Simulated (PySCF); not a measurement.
# TaCl₆−: NMR shieldings

Wanted: NMR shieldings for TaCl₆− (`[Cl][Ta-]([Cl])([Cl])([Cl])([Cl])[Cl]`).

Computed with PySCF 2.14.0 and routines of our own; the level stands in each step. Atoms count from 0.

1 further run of the same task is left out (for a basis unfit for spin-orbit shieldings).

## 1. The starting structure

7 atoms, charge -1, multiplicity 1; geometry from: GFN2-xTB.

## 2. NMR shieldings: PBE0/pcSseg-1 Ta:x2c-TZVPall-2c in water, spin-free

What the job is given:

```
{"job": {"xc": "PBE0", "basis": {"default": "pcSseg-1", "Ta": "x2c-TZVPall-2c"}, "rel": "sf", "solvent": "water", "kind": "hnmr"}, "charge": -1, "multiplicity": 1}
Ta     0.000230     0.000150     0.000010
Cl    -0.007370     0.000390     2.357180
Cl     0.030560     0.018810    -2.356860
Cl     2.357080    -0.002360     0.013860
Cl    -2.356700    -0.017070    -0.024130
Cl    -0.019610     2.357100     0.013990
Cl    -0.004190    -2.357010    -0.004050
```

Method: PBE0/pcSseg-1 Ta:x2c-TZVPall-2c GIAO NMR shielding, spin-free X2C, Gaussian nuclei, IEF-PCM water.

Run with:

```bash
OMP_NUM_THREADS=1 python heavy_run.py task.json out
```

The driver reads the jobs from task.json and runs them one after another.

Standard output:

```text
spin-free SCF
coarse grid: 46776 points
cycle   1  E = -18373.1155058821  dE =  3.662e-01  |g| = 1.059e+00  |ddm| = 3.284e+00
cycle   2  E = -18370.1296973997  dE =  2.986e+00  |g| = 4.281e+00  |ddm| = 3.647e+00
cycle   3  E = -18373.3613836497  dE = -3.232e+00  |g| = 2.724e-01  |ddm| = 2.723e+00
cycle   4  E = -18373.3697597674  dE = -8.376e-03  |g| = 1.257e-01  |ddm| = 2.931e-01
cycle   5  E = -18373.3733820101  dE = -3.622e-03  |g| = 1.152e-02  |ddm| = 1.181e-01
cycle   6  E = -18373.3734096366  dE = -2.763e-05  |g| = 3.276e-03  |ddm| = 1.234e-02
cycle   7  E = -18373.3734120400  dE = -2.403e-06  |g| = 1.342e-03  |ddm| = 4.409e-03
final grid: 86032 points
cycle   8  E = -18373.3599965579  dE =  1.953e-06  |g| = 3.234e-03  |ddm| = 4.987e-03
cycle   9  E = -18373.3599824151  dE =  1.414e-05  |g| = 8.647e-03  |ddm| = 1.093e-02
cycle  10  E = -18373.3599990806  dE = -1.667e-05  |g| = 2.978e-04  |ddm| = 7.641e-03
cycle  11  E = -18373.3599990992  dE = -1.860e-08  |g| = 8.655e-06  |ddm| = 2.799e-04
cycle  12  E = -18373.3599990993  dE = -2.547e-11  |g| = 2.320e-06  |ddm| = 1.203e-05
converged SCF energy = -18373.3599990993
check of the scalar solution
cycle   1  E = -18373.3599990993  dE = -1.837e+04  |FDS-SDF| = 2.320e-06
cycle   2  E = -18373.3599990993  dE =  3.274e-11  |FDS-SDF| = 2.219e-06
converged, E = -18373.3599990993

Field gradients (au) and densities at the nuclei (bohr^-3)
atom        Vxx        Vyy        Vzz        centre      nuclear mean
  0 Ta     0.0006     0.0012    -0.0019    1271715.223    1204559.854
  1 Cl    -0.4980    -0.5164     1.0144       2817.099       2817.047
  2 Cl    -0.4977    -0.5167     1.0144       2817.099       2817.047
  3 Cl    -0.4851    -0.5281     1.0133       2817.099       2817.047
  4 Cl    -0.4854    -0.5289     1.0143       2817.099       2817.047
  5 Cl    -0.4895    -0.5245     1.0139       2817.099       2817.047
  6 Cl    -0.4893    -0.5253     1.0146       2817.099       2817.047
without picture change
  0 Ta                          -0.0021                   3292167.130

Core orbital energies (eV)
atom   shell        mean    spread
  0 Ta 1s       -67301.909   0.000
  0 Ta 2s       -11599.515   0.000
  0 Ta 3s        -2674.978   0.000
  0 Ta 4s         -555.308   0.000
  0 Ta 5s          -79.565   0.000
  0 Ta 2p       -10197.156   0.000
  0 Ta 3p        -2253.910   0.000
  0 Ta 4p         -415.858   0.000
  0 Ta 5p          -44.950   0.000
  0 Ta 3d        -1746.496   0.002
  0 Ta 4d         -232.705   0.015
  0 Ta 4f          -30.812   0.013
  1 Cl 1s        -2777.090   0.000
  1 Cl 2s         -260.814   0.000
  1 Cl 3s          -22.775   0.000
  1 Cl 2p         -197.530   0.086
  2 Cl 1s        -2777.090   0.000
  2 Cl 2s         -260.814   0.000
  2 Cl 3s          -22.776   0.000
  2 Cl 2p         -197.531   0.086
  3 Cl 1s        -2777.091   0.000
  3 Cl 2s         -260.815   0.000
  3 Cl 3s          -22.777   0.000
  3 Cl 2p         -197.532   0.086
  4 Cl 1s        -2777.090   0.000
  4 Cl 2s         -260.813   0.000
  4 Cl 3s          -22.775   0.000
  4 Cl 2p         -197.530   0.086
  5 Cl 1s        -2777.091   0.000
  5 Cl 2s         -260.814   0.000
  5 Cl 3s          -22.776   0.000
  5 Cl 2p         -197.531   0.086
  6 Cl 1s        -2777.090   0.000
  6 Cl 2s         -260.813   0.000
  6 Cl 3s          -22.775   0.000
  6 Cl 2p         -197.530   0.086

Shielding tensors (ppm)
atom      isotropic    diamagn.    paramagn.     s11        s22        s33       span
  0 Ta     1734.60     8727.10    -6992.50    1734.03    1734.84    1734.92       0.89
  1 Cl      431.74     1140.59     -708.85     281.17     290.26     723.78     442.62
  2 Cl      431.73     1140.59     -708.85     281.00     290.46     723.74     442.74
  3 Cl      431.48     1140.59     -709.11     274.74     296.04     723.66     448.92
  4 Cl      431.75     1140.59     -708.83     275.10     296.67     723.49     448.39
  5 Cl      431.64     1140.59     -708.95     276.94     294.24     723.74     446.80
  6 Cl      431.75     1140.59     -708.84     276.87     294.80     723.58     446.71
```

Run time: 1.8 min. Hardware: 1 thread of Intel Xeon 6975P-C, shared host; peak memory 1.5 GiB.

## 3. NMR shieldings: PBE0/pcSseg-1 Ta:x2c-TZVPall-2c in dichloromethane, spin-free

What the job is given:

```
{"job": {"xc": "PBE0", "basis": {"default": "pcSseg-1", "Ta": "x2c-TZVPall-2c"}, "rel": "sf", "solvent": "dichloromethane", "kind": "hnmr"}, "charge": -1, "multiplicity": 1}
Ta     0.000230     0.000150     0.000010
Cl    -0.007370     0.000390     2.357180
Cl     0.030560     0.018810    -2.356860
Cl     2.357080    -0.002360     0.013860
Cl    -2.356700    -0.017070    -0.024130
Cl    -0.019610     2.357100     0.013990
Cl    -0.004190    -2.357010    -0.004050
```

With the program's defaults for keys left out, this is: PBE0/pcSseg-1 Ta:x2c-TZVPall-2c GIAO NMR shielding, spin-free X2C, Gaussian nuclei, IEF-PCM dichloromethane.

Standard output:

```text
spin-free SCF
coarse grid: 46776 points
cycle   1  E = -18373.1097521361  dE =  3.719e-01  |g| = 1.058e+00  |ddm| = 3.285e+00
cycle   2  E = -18370.1195795836  dE =  2.990e+00  |g| = 4.285e+00  |ddm| = 3.638e+00
cycle   3  E = -18373.3544664758  dE = -3.235e+00  |g| = 2.716e-01  |ddm| = 2.730e+00
cycle   4  E = -18373.3625148047  dE = -8.048e-03  |g| = 1.289e-01  |ddm| = 2.984e-01
cycle   5  E = -18373.3663515161  dE = -3.837e-03  |g| = 1.174e-02  |ddm| = 1.227e-01
cycle   6  E = -18373.3663791604  dE = -2.764e-05  |g| = 3.668e-03  |ddm| = 1.302e-02
cycle   7  E = -18373.3663822513  dE = -3.091e-06  |g| = 1.250e-03  |ddm| = 4.676e-03
final grid: 86032 points
cycle   8  E = -18373.3529672960  dE =  1.628e-06  |g| = 2.991e-03  |ddm| = 4.614e-03
cycle   9  E = -18373.3529550679  dE =  1.223e-05  |g| = 8.044e-03  |ddm| = 1.009e-02
cycle  10  E = -18373.3529694332  dE = -1.437e-05  |g| = 2.578e-04  |ddm| = 7.108e-03
cycle  11  E = -18373.3529694471  dE = -1.390e-08  |g| = 9.145e-06  |ddm| = 2.363e-04
cycle  12  E = -18373.3529694471  dE = -3.638e-11  |g| = 2.091e-06  |ddm| = 1.238e-05
converged SCF energy = -18373.3529694471
check of the scalar solution
cycle   1  E = -18373.3529694471  dE = -1.837e+04  |FDS-SDF| = 2.091e-06
cycle   2  E = -18373.3529694472  dE = -7.276e-12  |FDS-SDF| = 1.934e-06
converged, E = -18373.3529694472

Field gradients (au) and densities at the nuclei (bohr^-3)
atom        Vxx        Vyy        Vzz        centre      nuclear mean
  0 Ta     0.0006     0.0012    -0.0019    1271715.173    1204559.807
  1 Cl    -0.5007    -0.5191     1.0198       2817.097       2817.045
  2 Cl    -0.5004    -0.5193     1.0197       2817.097       2817.045
  3 Cl    -0.4879    -0.5307     1.0186       2817.097       2817.046
  4 Cl    -0.4882    -0.5315     1.0197       2817.097       2817.045
  5 Cl    -0.4922    -0.5271     1.0193       2817.097       2817.046
  6 Cl    -0.4920    -0.5279     1.0200       2817.097       2817.045
without picture change
  0 Ta                          -0.0021                   3292166.999

Core orbital energies (eV)
atom   shell        mean    spread
  0 Ta 1s       -67301.525   0.000
  0 Ta 2s       -11599.130   0.000
  0 Ta 3s        -2674.593   0.000
  0 Ta 4s         -554.923   0.000
  0 Ta 5s          -79.180   0.000
  0 Ta 2p       -10196.771   0.000
  0 Ta 3p        -2253.524   0.000
  0 Ta 4p         -415.473   0.000
  0 Ta 5p          -44.564   0.000
  0 Ta 3d        -1746.111   0.002
  0 Ta 4d         -232.320   0.015
  0 Ta 4f          -30.427   0.013
  1 Cl 1s        -2776.701   0.000
  1 Cl 2s         -260.425   0.000
  1 Cl 3s          -22.386   0.000
  1 Cl 2p         -197.142   0.086
  2 Cl 1s        -2776.701   0.000
  2 Cl 2s         -260.425   0.000
  2 Cl 3s          -22.386   0.000
  2 Cl 2p         -197.142   0.086
  3 Cl 1s        -2776.703   0.000
  3 Cl 2s         -260.426   0.000
  3 Cl 3s          -22.388   0.000
  3 Cl 2p         -197.143   0.087
  4 Cl 1s        -2776.701   0.000
  4 Cl 2s         -260.425   0.000
  4 Cl 3s          -22.386   0.000
  4 Cl 2p         -197.141   0.087
  5 Cl 1s        -2776.702   0.000
  5 Cl 2s         -260.426   0.000
  5 Cl 3s          -22.387   0.000
  5 Cl 2p         -197.142   0.087
  6 Cl 1s        -2776.701   0.000
  6 Cl 2s         -260.424   0.000
  6 Cl 3s          -22.386   0.000
  6 Cl 2p         -197.141   0.087

Shielding tensors (ppm)
atom      isotropic    diamagn.    paramagn.     s11        s22        s33       span
  0 Ta     1738.30     8726.99    -6988.69    1737.74    1738.54    1738.62       0.88
  1 Cl      431.87     1140.61     -708.74     281.04     290.11     724.46     443.43
  2 Cl      431.93     1140.61     -708.68     280.96     290.38     724.43     443.47
  3 Cl      431.64     1140.61     -708.96     274.67     295.91     724.35     449.68
  4 Cl      431.91     1140.61     -708.70     275.03     296.54     724.17     449.15
  5 Cl      431.82     1140.61     -708.79     276.89     294.14     724.43     447.54
  6 Cl      431.88     1140.61     -708.72     276.75     294.64     724.26     447.51
```

Run time: 1.8 min. Hardware: 1 thread of Intel Xeon 6975P-C, shared host; peak memory 1.5 GiB.

## 4. Shieldings side by side

| run | Ta0 | Cl2 | Cl5 | Cl3 | Cl4 | Cl1 | Cl6 | time |
| --- | --- | --- | --- | --- | --- | --- | --- | --- |
| step 2, PBE0/pcSseg-1 Ta:x2c-TZVPall-2c in water, spin-free | 1734.6 | 431.7 | 431.6 | 431.5 | 431.8 | 431.7 | 431.7 | 1.8 min |
| step 3, PBE0/pcSseg-1 Ta:x2c-TZVPall-2c in dichloromethane, spin-free | 1738.3 | 431.9 | 431.8 | 431.6 | 431.9 | 431.9 | 431.9 | 1.8 min |

## 5. What came out

```
                                                                          quantity                                                                             value
          shieldings (step 2, PBE0/pcSseg-1 Ta:x2c-TZVPall-2c in water, spin-free)  Ta0 1734.6, Cl1 431.7, Cl2 431.7, Cl3 431.5, Cl4 431.8, Cl5 431.6, Cl6 431.7 ppm
shieldings (step 3, PBE0/pcSseg-1 Ta:x2c-TZVPall-2c in dichloromethane, spin-free)  Ta0 1738.3, Cl1 431.9, Cl2 431.9, Cl3 431.6, Cl4 431.9, Cl5 431.8, Cl6 431.9 ppm
```

A continuum can't give the shift that close solvent molecules cause at an ion. Ta0 moves most between the runs, by 4 ppm; the labels say what changes from run to run. No run holds spin-orbit coupling, which is large for shieldings at and beside heavy atoms. The geometry comes from tight binding, which is rough for metal atoms, and these values hang on it.
